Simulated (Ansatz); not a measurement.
# Ag2PdO2 (Immm): one cell, many starting occupations (series 2), part 1 of 2

Aim: start the open shells of Ag2PdO2 (Immm) from different occupation matrices at one fixed cell, and see in which states the SCF ends. Cell and atoms stay fixed.

Program: Ansatz 0.2.0. Level of theory: DFT r²SCAN+U (U_eff = 2.5 eV on Pd d), plane waves, PAW. These are calculated values, not measurements.

## Step 1: The starting structure

It takes space group Immm (No. 71, orthorhombic). Conventional cell: a = 3.008 Å, b = 4.555 Å, c = 9.898 Å, α = 90.00°, β = 90.00°, γ = 90.00°. Ag (site symmetry mm2) has 2 O at 2.28 Å as nearest neighbours. Pd (site symmetry mmm) is surrounded by 4 O at 2.03 Å. O (site symmetry mm2) is surrounded by 2 Pd at 2.03 Å and 2 Ag at 2.28 Å.

Coordinates:

```
CELL_PARAMETERS angstrom
-1.50402 2.27762 4.94885
1.50402 -2.27762 4.94885
1.50402 2.27762 -4.94885
ATOMIC_POSITIONS crystal
Ag 0.35758 0.35758 0.00000
Ag 0.64242 0.64242 0.00000
Pd 0.00000 0.00000 0.00000
O 0.86270 0.36270 0.50000
O 0.13730 0.63730 0.50000
```

Magnetic order typed: ferromagnetic.

The runs: random orbitals: single harmonics, second filling; random orbitals: fully mixed, first filling; random orbitals: single harmonics, first filling; random orbitals: fully mixed, one electron more; random orbitals: drawn by pairs, first filling.

An earlier series on this cell reached its lowest free state from «random orbitals: drawn by pairs, first filling», perhaps among other starts (it ended without moments).

## Step 2: Random orbitals: single harmonics, second filling

Contents of input.yaml:

```yaml
crystal:
  lattice:
    - [-1.50401966, 2.27761949, 4.94884889]
    - [1.50401966, -2.27761949, 4.94884889]
    - [1.50401966, 2.27761949, -4.94884889]
  atoms:
    - { symbol: Ag, position: [0.35758, 0.35758, 0.0] }
    - { symbol: Ag, position: [0.64242, 0.64242, 0.0] }
    - { symbol: Pd, position: [0.0, 0.0, 0.0], spin: 0.3 }
    - { symbol: O, position: [0.8627, 0.3627, 0.5] }
    - { symbol: O, position: [0.1373, 0.6373, 0.5] }
basis:
  ecutwfc: 500
  ecutrho_ratio: 4
kpoints:
  mp_grid: { grid: [7, 7, 7] }
hamiltonian:
  xc: r2scan
  hubbard:
    sites:
      - { site: 2, l: d, u_eff: 2.5, starting_ns: [{ spin: up, occupation_matrix: s2up }, { spin: down, occupation_matrix: s2down }] }
    occupation_matrices:
      s2up:
        matrix:
          - [0.97, 0.0, 0.0, 0.0, 0.0]
          - [0.0, 0.97, 0.0, 0.0, 0.0]
          - [0.0, 0.0, 0.02, 0.0, 0.0]
          - [0.0, 0.0, 0.0, 0.97, 0.0]
          - [0.0, 0.0, 0.0, 0.0, 0.97]
      s2down:
        matrix:
          - [0.97, 0.0, 0.0, 0.0, 0.0]
          - [0.0, 0.97, 0.0, 0.0, 0.0]
          - [0.0, 0.0, 0.02, 0.0, 0.0]
          - [0.0, 0.0, 0.0, 0.97, 0.0]
          - [0.0, 0.0, 0.0, 0.0, 0.97]
    ns_hold: { iters: 12 }
scf:
  occupations: { method: gaussian, width: 0.05 }
  lower_state_search: "off"
  max_iter: 150
output:
  forces: true
  stress: true
  eigenvalues: true
  populations: true
  hubbard: { sites: [{ site: 2, l: d }] }
magnetization:
  spin_polarized: true
```

The typed matrices put 0.97 on the chosen orbitals and 0.02 on the others, and are held for 12 cycles.

Command:

```sh
ansatz run input.yaml --threads 4 --pin off --max-ram 6144MiB --backend cpu --events-out ev --progress --plain --runs-dir out
```

Log, cut to the lines that bear on the results:

```text
Warning: RAYON_NUM_THREADS=4 ignored (pool sized by the plan → 4); use --threads N
[...]
Ag: projections on atomic orbitals take those of the free atom [Ar 3d10] 4s2 4p6 4d10 5s1, of charge +0.00 (hamiltonian.pseudopotentials.projection_atoms); the dataset's partial waves leave at most 1.2e-5 of an orbital's norm unspanned inside its sphere
Pd: projections on atomic orbitals take those of the free atom [Ar 3d10] 4s2 4p6 4d10, of charge +0.00 (hamiltonian.pseudopotentials.projection_atoms); the dataset's partial waves leave at most 1.0e-5 of an orbital's norm unspanned inside its sphere
O: projections on atomic orbitals take those of the free atom [He] 2s2 2p4, of charge +0.00 (hamiltonian.pseudopotentials.projection_atoms); the dataset's partial waves leave at most 1.9e-8 of an orbital's norm unspanned inside its sphere
[...]
Pseudopotentials: kind: paw
Pseudopotential: Ag, paw, valence charge 19, recommended cutoff 500 eV (meta_gga), Ag.paw.azcp
Pseudopotential: Pd, paw, valence charge 18, recommended cutoff 500 eV (meta_gga), Pd.paw.azcp
Pseudopotential: O, paw, valence charge 6, recommended cutoff 500 eV (meta_gga), O.paw.azcp
Functional definition: r2SCAN
[...]
Crystal: 5 atoms, lattice volume = 67.811 Å³
Basis set: ecut = 500 eV, 1739 PW (Γ), FFT grids on a1+a3, a2+a3, a3, exchange–correlation on 144×96×180 points (64 copies of the dense FFT grid, shifted against one another)
Bands: 41, of which v1, the nominal top of the filled ones, is band 34 counted from 1 (33 counted from 0)
Symmetry: 8 space group operations
Space group: Immm (ITA 71), of the structure as read, at distance tolerance 4.1e-5 Å
Magnetic group: BNS 71.533 (UNI 631), of the structure as read, at distance tolerance 4.1e-5 Å
[...]
WARN: the starting moments were not kept: the SCF closed with an absolute magnetisation of 2.4e-6 μB, where they sum to 0.3 μB in size (1 site). That is at most 0.1 of that sum. Measured as dr2_m measures the in/out step, that magnetisation stands 1.4e-12 eV from none, at or under the [...]
WARN: hamiltonian.hubbard: on 2 of 2 specified blocks the occupation matrix of this SCF's result fails the test of the specified filling. At site 2 ↑ (sites count from 0 in the list of atoms of the cell that this SCF solves) the least filled combination of the orbitals specified full has [...]
  site 2 (l=d) ↓: largest change of an orbital's occupation 0.9770; electrons 3.9000 specified, 4.3763 found; spectral distance 0.4775
  site 2 (l=d) ↑: largest change of an orbital's occupation 0.9770; electrons 3.9000 specified, 4.3763 found; spectral distance 0.4775
--- Forces (eV/Å), atoms counted from 1 ---
  atom   1  Ag     0.00000000     0.00000000    -0.06868009
  atom   2  Ag     0.00000000     0.00000000     0.06868009
  atom   3  Pd     0.00000000     0.00000000     0.00000000
  atom   4  O      0.00000000     0.00000000    -0.47515183
  atom   5  O      0.00000000     0.00000000     0.47515183
[...]
--- Stress (GPa, compression-positive) ---
        2.903041       0.000000       0.000000
        0.000000      -0.808791       0.000000
        0.000000       0.000000       3.196829
  P = ⅓ Tr σ = 1.7637 GPa (17.637 kbar)
--- Band table (eV; the first three rows and the last of 128) ---
[...]
Occupation matrices written to <dir>
--- Löwdin populations: 5 sites ---
  site symbol       q [e]    m [muB]
     0     Ag     18.4525     0.0000
     1     Ag     18.4525     0.0000
     2     Pd     16.7508     0.0000
     3      O      6.9683    -0.0000
     4      O      6.9683    -0.0000
  spilling = 0.005994 (of n_electrons = 68.000000)
--- Occupation matrices: 1 shell (run DFT+U table (all-electron-ortho-atomic); ε = 7.05e-3) ---
  Pd2 d_4D: site group D2h (mmm)
  Pd2 d_4D up     Tr n = 4.3763  λ = 0.491 0.902 0.991 0.996 0.997  [xz 1.00 B2g(1.00) | x2-y2 0.83 Ag(1.00) | 3× yz 0.33 Ag(0.33)]
  Pd2 d_4D dn     Tr n = 4.3763  λ = 0.491 0.902 0.991 0.996 0.997  [xz 1.00 B2g(1.00) | x2-y2 0.83 Ag(1.00) | 3× yz 0.33 Ag(0.33)]
  specified occupation → Pd2 d_4D up: matrix, ‖Δ‖_F = 1.0909, Tr Δ = -0.4763, displaced = 0.7855, d_λ = 0.4775; orbital distance = 1.4142
  specified occupation → Pd2 d_4D dn: matrix, ‖Δ‖_F = 1.0909, Tr Δ = -0.4763, displaced = 0.7855, d_λ = 0.4775; orbital distance = 1.4142
  Tr n, λ and their labels are of the run-group-symmetrised matrices; stabiliser: 16 of 16 elements of G0×{1,Θ} (closed), max defect 1.1e-7 at τ = 1.5e-3
```

Wall time 21 s (4 threads of Intel Xeon Platinum 8488C (Sapphire Rapids), shared host); peak memory 0.96 GiB.

It ends with a gap on the mesh of 0.27 eV, pressure 1.8 GPa, no moment over 0.05 μB in any sphere, largest force component 0.48 eV/Å, 8 symmetry operations imposed. The program reports that the typed filling wasn't kept.

The shells' filling, with natural orbitals sorted by occupation:

```csv
shell,channel,electrons,over 0.8,0.2 to 0.8,under 0.2
Pd 4d (atom 3),up,4.38,4,1,0
Pd 4d (atom 3),down,4.38,4,1,0
```

## Step 3: Random orbitals: fully mixed, first filling

Changes to input.yaml since step 2:

```diff
@@ -8,3 +8,3 @@
     - { symbol: Ag, position: [0.64242, 0.64242, 0.0] }
-    - { symbol: Pd, position: [0.0, 0.0, 0.0], spin: 0.3 }
+    - { symbol: Pd, position: [0.0, 0.0, 0.0], spin: 2.0 }
     - { symbol: O, position: [0.8627, 0.3627, 0.5] }
@@ -26,3 +26,3 @@
           - [0.0, 0.97, 0.0, 0.0, 0.0]
-          - [0.0, 0.0, 0.02, 0.0, 0.0]
+          - [0.0, 0.0, 0.97, 0.0, 0.0]
           - [0.0, 0.0, 0.0, 0.97, 0.0]
@@ -31,8 +31,8 @@
         matrix:
-          - [0.97, 0.0, 0.0, 0.0, 0.0]
-          - [0.0, 0.97, 0.0, 0.0, 0.0]
-          - [0.0, 0.0, 0.02, 0.0, 0.0]
-          - [0.0, 0.0, 0.0, 0.97, 0.0]
-          - [0.0, 0.0, 0.0, 0.0, 0.97]
-    ns_hold: { iters: 12 }
+          - [0.1525, -0.10258, 0.1772, -0.10104, 0.23704]
+          - [-0.10258, 0.93794, 0.10581, 0.08779, 0.00179]
+          - [0.1772, 0.10581, 0.56758, -0.4157, 0.07038]
+          - [-0.10104, 0.08779, -0.4157, 0.43145, 0.17567]
+          - [0.23704, 0.00179, 0.07038, 0.17567, 0.86054]
+    ns_hold: { iters: 5 }
 scf:
```

The typed matrices put 0.97 on the chosen orbitals and 0.02 on the others, and are held for 5 cycles.

Command:

```sh
ansatz run input.yaml --threads 4 --pin off --max-ram 6144MiB --backend cpu --events-out ev --progress --plain --runs-dir out
```

Log, cut to the lines that bear on the results:

```text
Warning: crystal.symmetry: narrowed to the stabiliser of the occupation matrices — unitary ops 8 → 2; lowered by the specified shell (site 2, l: d); largest admitted image defect 4.4e-16, smallest excluded 4.7e-1 — at a splitting's scale: the group the occupation matrices' own texture admits
Warning: RAYON_NUM_THREADS=4 ignored (pool sized by the plan → 4); use --threads N
[...]
Ag: projections on atomic orbitals take those of the free atom [Ar 3d10] 4s2 4p6 4d10 5s1, of charge +0.00 (hamiltonian.pseudopotentials.projection_atoms); the dataset's partial waves leave at most 1.2e-5 of an orbital's norm unspanned inside its sphere
Pd: projections on atomic orbitals take those of the free atom [Ar 3d10] 4s2 4p6 4d10, of charge +0.00 (hamiltonian.pseudopotentials.projection_atoms); the dataset's partial waves leave at most 1.0e-5 of an orbital's norm unspanned inside its sphere
O: projections on atomic orbitals take those of the free atom [He] 2s2 2p4, of charge +0.00 (hamiltonian.pseudopotentials.projection_atoms); the dataset's partial waves leave at most 1.9e-8 of an orbital's norm unspanned inside its sphere
[...]
Pseudopotentials: kind: paw
[...]
WARN: the starting moments were not kept: the SCF closed with an absolute magnetisation of 4.9e-6 μB, where they sum to 2 μB in size (1 site). That is at most 0.1 of that sum. Measured as dr2_m measures the in/out step, that magnetisation stands 1.4e-11 eV from none, at or under the [...]
        0.000001      -0.809270       0.000001
       -0.000001       0.000003       3.196924
  P = ⅓ Tr σ = 1.7637 GPa (17.637 kbar)
--- Band table (eV; the first three rows and the last of 344) ---
[...]
Occupation matrices written to <dir>
--- Löwdin populations: 5 sites ---
  site symbol       q [e]    m [muB]
     0     Ag     18.4525     0.0000
     1     Ag     18.4525     0.0000
     2     Pd     16.7508     0.0000
     3      O      6.9683    -0.0000
     4      O      6.9683    -0.0000
  spilling = 0.005994 (of n_electrons = 68.000000)
--- Occupation matrices: 1 shell (run DFT+U table (all-electron-ortho-atomic); ε = 3.42e-4) ---
  Pd2 d_4D: site group D2h (mmm)
  Pd2 d_4D up     Tr n = 4.3763  λ = 0.491 0.902 0.991 0.996 0.997  [xz 1.00 B2g(1.00) | x2-y2 0.83 Ag(1.00) | z2 0.83 Ag(1.00) | xy 1.00 B1g(1.00) | yz 1.00 B3g(1.00)]
  Pd2 d_4D dn     Tr n = 4.3763  λ = 0.491 0.902 0.991 0.996 0.997  [xz 1.00 B2g(1.00) | x2-y2 0.83 Ag(1.00) | z2 0.83 Ag(1.00) | xy 1.00 B1g(1.00) | yz 1.00 B3g(1.00)]
  specified occupation → Pd2 d_4D up: matrix, ‖Δ‖_F = 0.4860, Tr Δ = +0.4737, displaced = 0.3105, d_λ = 0.4860; orbital distance = 0.0000
  specified occupation → Pd2 d_4D dn: matrix, ‖Δ‖_F = 1.4058, Tr Δ = -1.4263, displaced = 1.1859, d_λ = 1.0006; orbital distance = 1.5933
  Tr n, λ and their labels are of the run-group-symmetrised matrices; stabiliser: 16 of 16 elements of G0×{1,Θ} (closed), max defect 4.7e-6 at τ = 7.3e-5
```

Run time: 53 s. Hardware: 4 threads of Intel Xeon Platinum 8488C (Sapphire Rapids), shared host; peak memory 1.5 GiB.

End state: a gap on the mesh of 0.27 eV, pressure 1.8 GPa, no moment over 0.05 μB in any sphere, largest force component 0.48 eV/Å, 2 symmetry operations imposed. The program reports that the typed filling wasn't kept.

The shells' filling, with natural orbitals sorted by occupation:

```csv
shell,channel,electrons,over 0.8,0.2 to 0.8,under 0.2
Pd 4d (atom 3),up,4.38,4,1,0
Pd 4d (atom 3),down,4.38,4,1,0
```

(Continued in part 2 of 2.)
